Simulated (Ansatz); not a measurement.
# La3Zr (Pm-3m) in Ansatz: equation of state

Aim: energy against volume of La3Zr in PBE, for its equilibrium volume and stiffness.

Everything below comes from runs of Ansatz 0.2.0. Logs are shortened: lines on timing, memory, paths and dates and some standing lists are left out, and cuts for length are marked.

### 1 The crystal as given

The structure is cubic, space group Pm-3m (No. 221). Conventional cell: a = 5.073 Å, b = 5.073 Å, c = 5.073 Å, α = 90.00°, β = 90.00°, γ = 90.00°. La (site symmetry 4/mmm) is surrounded by 8 La at 3.59 Å and 4 Zr at 3.59 Å. Zr (site symmetry m-3m) is surrounded by 12 La at 3.59 Å.

The cell comes from a database or a generator and needn't be the stable form of this composition.

### 2 Single point, PBE, 30.67 Å³/atom (volume scaled by 0.94)

File input.yaml:

```yaml
crystal:
  lattice:
    - [4.9691207298, 0.0, 0.0]
    - [0.0, 4.9691207298, 0.0]
    - [0.0, 0.0, 4.9691207298]
  atoms:
    - { symbol: La, position: [0.5, 0.5, 0.0] }
    - { symbol: La, position: [0.5, 0.0, 0.5] }
    - { symbol: La, position: [0.0, 0.5, 0.5] }
    - { symbol: Zr, position: [0.0, 0.0, 0.0] }
hamiltonian:
  xc: pbe
  pseudopotentials: { kind: paw }
kpoints:
  mp_grid: { grid: [5, 5, 5] }
scf:
  occupations: { method: fermi_dirac, width: 0.05 }
output:
  forces: true
  stress: true
  eigenvalues: true
```

Potentials or basis: Ansatz PAW.

On the command line:

```bash
$ ansatz run input.yaml --threads 2 --pin off --max-ram 5120MiB --backend cpu --events-out ev --progress --plain --runs-dir out
```

The program printed:

```text
Warning: RAYON_NUM_THREADS=2 ignored (pool sized by the plan → 2); use --threads N
Engine: ansatz 0.2.0, aarch64-unknown-linux-gnu
Pseudopotentials: kind: paw
Pseudopotential: La, paw, valence charge 11, recommended cutoff 420 eV (normal), La.paw.azcp
Pseudopotential: Zr, paw, valence charge 12, recommended cutoff 420 eV (normal), Zr.paw.azcp
Functional definition: PBE
  parameter kappa = 0.804
  parameter beta = 0.06672455060314922
  exchange = pbe_x(kappa = kappa, mu = beta*pi^2/3)
  correlation = pbe_c(beta = beta)
Crystal: 4 atoms, lattice volume = 122.698 Å³
Basis set: ecut = 420 eV, 2373 PW (Γ), exchange–correlation on 72×72×72 points (8 copies of the dense FFT grid, shifted against one another)
Bands: 27, of which v1, the nominal top of the filled ones, is band 23 counted from 1 (22 counted from 0)
Symmetry: 48 space group operations
Space group: Pm-3m (ITA 221), of the structure as read, at distance tolerance 5.0e-5 Å
k-points: 10 of 125
Non-local potential: La, projectors of the file, l = 0: 3, l = 1: 2, l = 2: 2, l = 3: 3
Non-local potential: Zr, projectors of the file, l = 0: 3, l = 1: 2, l = 2: 2, l = 3: 2
PAW form: soft (Blöchl's): semilocal exchange-correlation on the pseudo side does not see the compensation charge
PAW one-centre angular grid: La, 590 points (default); XC on 64 Gauss nodes
PAW one-centre angular grid: Zr, 590 points (default); XC on 64 Gauss nodes
Initial density: superposition of atomic densities (neutral atoms: chi_scale 0, normalization atom), corrected by the library's trained network
Initial wavefunctions: pseudopotential atomic-orbital guess
Functional: x = pbe(κ = 0.804, μ = 0.2195149727645171), c = pbe(β = 0.06672455060314922)
SCF iter   1: F=—  HF=-22933.504093 eV  |F-HF|=—  |Δ(HF+E_count)|=         —  Δρ=5.36e-3  dr2=9.49e-2  ethr=1.77e-3  ⟨swp⟩=7.1  Hψ=1282  notcnv=0
preconditioner: auto → Kerker (q_TF=auto, 2.308 Å⁻¹)  [metal: Δε(μ)=0.014 eV  Ē_g=10.560 eV  σ=0.050 eV  W_gap=0.07  n_scr=26 (ndim 8)  ℏωp=18.7 eV  f_vac=0.000  D(μ)=6.01/eV (n_scr^D=56)]
SCF iter   2: F=—  HF=-22933.494167 eV  |F-HF|=—  |Δ(HF+E_count)|=   9.93e-3  Δρ=3.20e-3  dr2=2.49e-2  ethr=2.11e-4  ⟨swp⟩=2.4  Hψ=468  notcnv=0
SCF iter   3: F=—  HF=-22933.489599 eV  |F-HF|=—  |Δ(HF+E_count)|=   4.57e-3  Δρ=1.64e-3  dr2=1.09e-2  ethr=5.54e-5  ⟨swp⟩=2.3  Hψ=485  notcnv=0
SCF iter   4: F=—  HF=-22933.488134 eV  |F-HF|=—  |Δ(HF+E_count)|=   1.47e-3  Δρ=3.29e-4  dr2=1.63e-4  ethr=2.41e-5  ⟨swp⟩=2.1  Hψ=362  notcnv=0
SCF iter   5: F=—  HF=-22933.488116 eV  |F-HF|=—  |Δ(HF+E_count)|=   1.84e-5  Δρ=6.19e-5  dr2=5.03e-6  ethr=3.63e-7  ⟨swp⟩=2.0  Hψ=495  notcnv=0
SCF iter   6: F=—  HF=-22933.488141 eV  |F-HF|=—  |Δ(HF+E_count)|=   2.51e-5  Δρ=1.38e-5  dr2=2.62e-7  ethr=1.12e-8  ⟨swp⟩=2.0  Hψ=344  notcnv=0
SCF iter   7: F=-22933.488141 eV  HF=-22933.488141 eV  |F-HF|=2.51e-8  |Δ(HF+E_count)|=   6.08e-8  Δρ=3.42e-6  dr2=3.67e-8  ethr=2.22e-10  ⟨swp⟩=7.1  Hψ=1201  notcnv=0
SCF 1 converged in 7 iterations: F = -22933.488141 eV  dr2 = 3.67e-8
SCF converged after 7 iterations
Free energy (F): -22933.488141 eV
Harris-Foulkes:  -22933.488141 eV  (|F-HF|=2.51e-8)
Internal energy: -22933.436967 eV  (E = F + TS)
E sigma→0 (E₀):  -22933.462554 eV
Entropy (-TS):   -0.051174 eV (-12.794 meV/atom)
Fermi energy:    12.721079 eV
--- Per-component energies (eV) ---
  E_band       = -184.393958
  E_kinetic    = 916.949844
  E_local      = -1572.710802  (includes V_loc(G=0)·N_el)
  E_nonlocal   = 366.446947
  E_hartree    = 505.229892
  E_xc         = -581.416150
  E_vxc        = -636.177581  (∫ρ·V_xc dr)
  E_paw        = -19202.434610  (= ΣΔE_a)
  E_vpaw       = -269.359024  (= ΣTr[D̂ρ^β])
  E_aug_tail   = 0.000025  (compensation charges beyond the density's cutoff)
  E_ewald      = -3365.502112
  E_smearing   = -0.051174  (= −TS)
  E_closure    = 0.000000  (closes the sum)
  Σ components = -22933.488141   (vs F -22933.488141, Δ=0.00e0)
--- Forces (eV/Å), atoms counted from 1 ---
  atom   1  La    -0.00000000    -0.00000000     0.00000000
  atom   2  La     0.00000000    -0.00000000     0.00000000
  atom   3  La     0.00000000     0.00000000     0.00000000
  atom   4  Zr    -0.00000000     0.00000000    -0.00000000
  max |Σ_I F_I| component: 1.05e-29 eV/Å
--- Stress (GPa, compression-positive) ---
        2.292309       0.000000       0.000000
        0.000000       2.292309       0.000000
        0.000000       0.000000       2.292309
  P = ⅓ Tr σ = 2.2923 GPa (22.923 kbar)
--- Band table (eV; the first three rows and the last of 10) ---
  k-point 0: bands = ["-36.2493", "-19.7808", "-19.3757", "-19.3757", "-14.2860", "-14.2860", "-14.2860", "-4.1567", "-4.1567", "-4.1567", "-3.1348", "-3.1348", "-3.1348", "-2.6256", "-2.6256", "-2.6256", "9.0196", "10.1507", "10.5487", "10.5487", "11.0166", "11.0166", "11.0166", "14.1065", "14.1065", "14.1065", "14.4175"]
  k-point 1: bands = ["-36.2493", "-19.7488", "-19.4112", "-19.3751", "-14.2854", "-14.2854", "-14.2836", "-4.0866", "-4.0866", "-4.0452", "-3.1759", "-3.1759", "-3.1602", "-2.8162", "-2.6875", "-2.6875", "9.4453", "10.5415", "10.7892", "10.9219", "11.1894", "11.3875", "11.3875", "13.3992", "14.2584", "14.2584", "14.4281"]
  k-point 2: bands = ["-36.2492", "-19.6736", "-19.4918", "-19.3739", "-14.2845", "-14.2845", "-14.2798", "-3.9393", "-3.9393", "-3.7263", "-3.2858", "-3.2858", "-3.2585", "-3.2009", "-2.7774", "-2.7774", "10.4525", "11.1162", "11.4560", "11.6816", "11.7119", "12.3923", "12.3923", "12.5019", "13.5908", "13.7165", "13.7165"]
  k-point 9: bands = ["-36.2490", "-19.5362", "-19.4963", "-19.4963", "-14.2903", "-14.2903", "-14.2883", "-4.6368", "-3.9575", "-3.9347", "-3.9347", "-2.8200", "-2.8200", "-2.6568", "-2.6456", "-2.6456", "10.0834", "11.0768", "11.2898", "11.2898", "13.1241", "13.2471", "13.2471", "13.9422", "13.9422", "14.0526", "14.0526"]
```

It took 1.6 s on 2 threads of Arm Neoverse V1, shared host; peak memory 0.4 GiB.

Results:

| Item | Value |
| --- | --- |
| Free energy | -22933.4881 eV |
| Pressure | 2.3 GPa |
| Band gap on the k mesh | none (metal or under the smearing width) |

### 3 Single point, PBE, 31.33 Å³/atom (volume scaled by 0.96)

input.yaml: that of step 2 with these lines changed.

```diff
@@ -2,5 +2,5 @@
   lattice:
-    - [4.9691207298, 0.0, 0.0]
-    - [0.0, 4.9691207298, 0.0]
-    - [0.0, 0.0, 4.9691207298]
+    - [5.0041156907, 0.0, 0.0]
+    - [0.0, 5.0041156907, 0.0]
+    - [0.0, 0.0, 5.0041156907]
   atoms:
```

Potentials or basis: Ansatz PAW.

On the command line:

```bash
$ ansatz run input.yaml --threads 2 --pin off --max-ram 5120MiB --backend cpu --events-out ev --progress --plain --runs-dir out
```

Run time: 1.8 s. Hardware: 2 threads of Arm Neoverse V1, shared host; peak memory 0.4 GiB.

The run converged. Its results:

```yaml
Free_energy: -22933.5180 eV
Pressure: 1.4 GPa
Band_gap_on_the_k_mesh: none (metal or under the smearing width)
```

### 4 Single point, PBE, 31.98 Å³/atom (volume scaled by 0.98)

input.yaml: that of step 3 with these lines changed.

```diff
@@ -2,5 +2,5 @@
   lattice:
-    - [5.0041156907, 0.0, 0.0]
-    - [0.0, 5.0041156907, 0.0]
-    - [0.0, 0.0, 5.0041156907]
+    - [5.038627924, 0.0, 0.0]
+    - [0.0, 5.038627924, 0.0]
+    - [0.0, 0.0, 5.038627924]
   atoms:
```

On the command line:

```bash
$ ansatz run input.yaml --threads 2 --pin off --max-ram 5120MiB --backend cpu --events-out ev --progress --plain --runs-dir out
```

Wall time 1.8 s (2 threads of Arm Neoverse V1, shared host); peak memory 0.41 GiB.

It converged, with:

```
Free energy            : -22933.5338 eV
Pressure               : 0.6 GPa
Band gap on the k mesh : none (metal or under the smearing width)
```

### 5 Single point, PBE, 32.63 Å³/atom

input.yaml: that of step 4 with these lines changed.

```diff
@@ -2,5 +2,5 @@
   lattice:
-    - [5.038627924, 0.0, 0.0]
-    - [0.0, 5.038627924, 0.0]
-    - [0.0, 0.0, 5.038627924]
+    - [5.07267374, 0.0, 0.0]
+    - [0.0, 5.07267374, 0.0]
+    - [0.0, 0.0, 5.07267374]
   atoms:
```

On the command line:

```bash
$ ansatz run input.yaml --threads 2 --pin off --max-ram 5120MiB --backend cpu --events-out ev --progress --plain --runs-dir out
```

It took 1.6 s on 2 threads of Arm Neoverse V1, shared host; peak memory 0.41 GiB.

It converged, with:

```yaml
Free_energy: -22933.5364 eV
Pressure: -0.2 GPa
Band_gap_on_the_k_mesh: none (metal or under the smearing width)
```

### 6 Single point, PBE, 33.29 Å³/atom (volume scaled by 1.02)

input.yaml: that of step 5 with these lines changed.

```diff
@@ -2,5 +2,5 @@
   lattice:
-    - [5.07267374, 0.0, 0.0]
-    - [0.0, 5.07267374, 0.0]
-    - [0.0, 0.0, 5.07267374]
+    - [5.1062685849, 0.0, 0.0]
+    - [0.0, 5.1062685849, 0.0]
+    - [0.0, 0.0, 5.1062685849]
   atoms:
```

Potentials or basis: Ansatz PAW.

On the command line:

```bash
$ ansatz run input.yaml --threads 2 --pin off --max-ram 5120MiB --backend cpu --events-out ev --progress --plain --runs-dir out
```

The program printed:

```text
Warning: RAYON_NUM_THREADS=2 ignored (pool sized by the plan → 2); use --threads N
[... 9 set-up lines as earlier in the session ...]
Crystal: 4 atoms, lattice volume = 133.141 Å³
Basis set: ecut = 420 eV, 2553 PW (Γ), exchange–correlation on 72×72×72 points (8 copies of the dense FFT grid, shifted against one another)
Bands: 27, of which v1, the nominal top of the filled ones, is band 23 counted from 1 (22 counted from 0)
[... 1 set-up line as earlier in the session ...]
Space group: Pm-3m (ITA 221), of the structure as read, at distance tolerance 5.1e-5 Å
k-points: 10 of 125
[... 8 set-up lines as earlier in the session ...]
SCF iter   1: F=—  HF=-22933.543696 eV  |F-HF|=—  |Δ(HF+E_count)|=         —  Δρ=5.12e-3  dr2=1.08e-1  ethr=1.77e-3  ⟨swp⟩=6.9  Hψ=1322  notcnv=0
preconditioner: auto → Kerker (q_TF=auto, 2.277 Å⁻¹)  [metal: Δε(μ)=0.042 eV  Ē_g=10.582 eV  σ=0.050 eV  W_gap=0.21  n_scr=26 (ndim 8)  ℏωp=17.9 eV  f_vac=0.000  D(μ)=5.20/eV (n_scr^D=32)]
SCF iter   2: F=—  HF=-22933.532866 eV  |F-HF|=—  |Δ(HF+E_count)|=   1.08e-2  Δρ=2.99e-3  dr2=2.47e-2  ethr=2.39e-4  ⟨swp⟩=2.9  Hψ=410  notcnv=0
SCF iter   3: F=—  HF=-22933.528691 eV  |F-HF|=—  |Δ(HF+E_count)|=   4.18e-3  Δρ=1.61e-3  dr2=1.11e-2  ethr=5.49e-5  ⟨swp⟩=2.0  Hψ=458  notcnv=0
SCF iter   4: F=—  HF=-22933.527044 eV  |F-HF|=—  |Δ(HF+E_count)|=   1.65e-3  Δρ=3.20e-4  dr2=2.14e-4  ethr=2.48e-5  ⟨swp⟩=2.0  Hψ=331  notcnv=0
SCF iter   5: F=—  HF=-22933.527020 eV  |F-HF|=—  |Δ(HF+E_count)|=   2.48e-5  Δρ=6.64e-5  dr2=5.11e-6  ethr=4.76e-7  ⟨swp⟩=2.0  Hψ=499  notcnv=0
SCF iter   6: F=—  HF=-22933.527099 eV  |F-HF|=—  |Δ(HF+E_count)|=   7.98e-5  Δρ=1.40e-5  dr2=3.54e-7  ethr=1.14e-8  ⟨swp⟩=2.1  Hψ=361  notcnv=0
SCF iter   7: F=-22933.527099 eV  HF=-22933.527100 eV  |F-HF|=3.36e-8  |Δ(HF+E_count)|=   6.64e-8  Δρ=3.42e-6  dr2=4.58e-8  ethr=2.22e-10  ⟨swp⟩=8.0  Hψ=1223  notcnv=0
SCF 1 converged in 7 iterations: F = -22933.527099 eV  dr2 = 4.58e-8
SCF converged after 7 iterations
Free energy (F): -22933.527099 eV
Harris-Foulkes:  -22933.527100 eV  (|F-HF|=3.36e-8)
Internal energy: -22933.478987 eV  (E = F + TS)
E sigma→0 (E₀):  -22933.503043 eV
Entropy (-TS):   -0.048112 eV (-12.028 meV/atom)
Fermi energy:    11.605667 eV
--- Per-component energies (eV) ---
  E_band       = -239.276659
  E_kinetic    = 909.975126
  E_local      = -1693.672383  (includes V_loc(G=0)·N_el)
  E_nonlocal   = 365.949914
  E_hartree    = 539.933011
  E_xc         = -578.444537
  E_vxc        = -632.097615  (∫ρ·V_xc dr)
  E_paw        = -19202.111119  (= ΣΔE_a)
  E_vpaw       = -269.293489  (= ΣTr[D̂ρ^β])
  E_aug_tail   = 0.000024  (compensation charges beyond the density's cutoff)
  E_ewald      = -3275.109022
  E_smearing   = -0.048112  (= −TS)
  E_closure    = 0.000000  (closes the sum)
  Σ components = -22933.527099   (vs F -22933.527099, Δ=0.00e0)
--- Forces (eV/Å), atoms counted from 1 ---
  atom   1  La     0.00000000     0.00000000    -0.00000000
  atom   2  La    -0.00000000    -0.00000000    -0.00000000
  atom   3  La     0.00000000    -0.00000000    -0.00000000
  atom   4  Zr    -0.00000000    -0.00000000    -0.00000000
  max |Σ_I F_I| component: 8.15e-30 eV/Å
--- Stress (GPa, compression-positive) ---
       -0.920135      -0.000000       0.000000
       -0.000000      -0.920135       0.000000
        0.000000       0.000000      -0.920135
  P = ⅓ Tr σ = -0.9201 GPa (-9.201 kbar)
--- Band table (eV; the first three rows and the last of 10) ---
  k-point 0: bands = ["-37.5599", "-21.0142", "-20.7166", "-20.7166", "-15.5693", "-15.5693", "-15.5693", "-5.2560", "-5.2560", "-5.2560", "-4.4295", "-4.4295", "-4.4295", "-4.0256", "-4.0256", "-4.0256", "7.8925", "9.2161", "9.6344", "9.6344", "10.0945", "10.0945", "10.0945", "12.9143", "12.9143", "12.9143", "13.2026"]
  k-point 1: bands = ["-37.5599", "-20.9903", "-20.7423", "-20.7162", "-15.5690", "-15.5690", "-15.5682", "-5.1977", "-5.1977", "-5.1638", "-4.4606", "-4.4606", "-4.4471", "-4.1745", "-4.0740", "-4.0740", "8.2849", "9.5523", "9.8366", "9.9660", "10.2555", "10.4131", "10.4131", "12.2898", "13.0396", "13.0396", "13.1315"]
  k-point 2: bands = ["-37.5599", "-20.9342", "-20.8011", "-20.7155", "-15.5685", "-15.5685", "-15.5663", "-5.0760", "-5.0760", "-4.9018", "-4.5456", "-4.5456", "-4.5257", "-4.4753", "-4.1450", "-4.1450", "9.2351", "9.9994", "10.3820", "10.6659", "10.7124", "11.2839", "11.2839", "11.4737", "12.3749", "12.4538", "12.4538"]
  k-point 9: bands = ["-37.5598", "-20.8341", "-20.8050", "-20.8050", "-15.5720", "-15.5720", "-15.5709", "-5.6450", "-5.0847", "-5.0677", "-5.0677", "-4.1837", "-4.1837", "-4.0479", "-4.0408", "-4.0408", "9.0944", "9.9932", "10.1965", "10.1965", "12.0327", "12.1254", "12.1254", "12.7548", "12.7635", "12.7635", "12.8483"]
```

It took 1.6 s on 2 threads of Arm Neoverse V1, shared host; peak memory 0.41 GiB.

Results:

- Free energy: -22933.5271 eV
- Pressure: -0.9 GPa
- Band gap on the k mesh: none (metal or under the smearing width)

### 7 Single point, PBE, 33.94 Å³/atom (volume scaled by 1.04)

input.yaml: that of step 6 with these lines changed.

```diff
@@ -2,5 +2,5 @@
   lattice:
-    - [5.1062685849, 0.0, 0.0]
-    - [0.0, 5.1062685849, 0.0]
-    - [0.0, 0.0, 5.1062685849]
+    - [5.1394271022, 0.0, 0.0]
+    - [0.0, 5.1394271022, 0.0]
+    - [0.0, 0.0, 5.1394271022]
   atoms:
@@ -21 +21,5 @@
   eigenvalues: true
+  write_density: true
+  write_potential: true
+  elf: true
+  volumetric_format: npy
```

On the command line:

```bash
$ ansatz run input.yaml --threads 2 --pin off --max-ram 5120MiB --backend cpu --events-out ev --progress --plain --runs-dir out
```

Run time: 2.2 s. Hardware: 2 threads of Arm Neoverse V1, shared host; peak memory 0.42 GiB.

It converged, with:

| Property | Result |
| --- | --- |
| Free energy | -22933.5068 eV |
| Pressure | -1.6 GPa |
| Band gap on the k mesh | none (metal or under the smearing width) |

### 8 Single point, PBE, 34.59 Å³/atom (volume scaled by 1.06)

input.yaml: that of step 7 with these lines changed.

```diff
@@ -2,5 +2,5 @@
   lattice:
-    - [5.1394271022, 0.0, 0.0]
-    - [0.0, 5.1394271022, 0.0]
-    - [0.0, 0.0, 5.1394271022]
+    - [5.1721631893, 0.0, 0.0]
+    - [0.0, 5.1721631893, 0.0]
+    - [0.0, 0.0, 5.1721631893]
   atoms:
```

On the command line:

```bash
$ ansatz run input.yaml --threads 2 --pin off --max-ram 5120MiB --backend cpu --events-out ev --progress --plain --runs-dir out
```

Wall time 2.3 s (2 threads of Arm Neoverse V1, shared host); peak memory 0.42 GiB.

The run converged. Its results:

```
Free energy            : -22933.4766 eV
Pressure               : -2.1 GPa
Band gap on the k mesh : none (metal or under the smearing width)
```

### 9 Equation of state, PBE

Potentials or basis: Ansatz PAW.

This step only gathers the single runs of the series.

Results:

- Equilibrium volume: 32.44 Å³/atom
- Bulk modulus: 37 GPa
- Pressure derivative of the bulk modulus: 3.4

Energy against volume, from the lowest point:
| volume (Å³/atom) | energy (meV/atom) |
| --- | --- |
| 30.675 | 12.08 |
| 31.327 | 4.60 |
| 31.980 | 0.67 |
| 32.633 | 0.00 |
| 33.285 | 2.34 |
| 33.938 | 7.41 |
| 34.590 | 14.97 |

Spin-orbit coupling is left out, which matters for the levels of La.
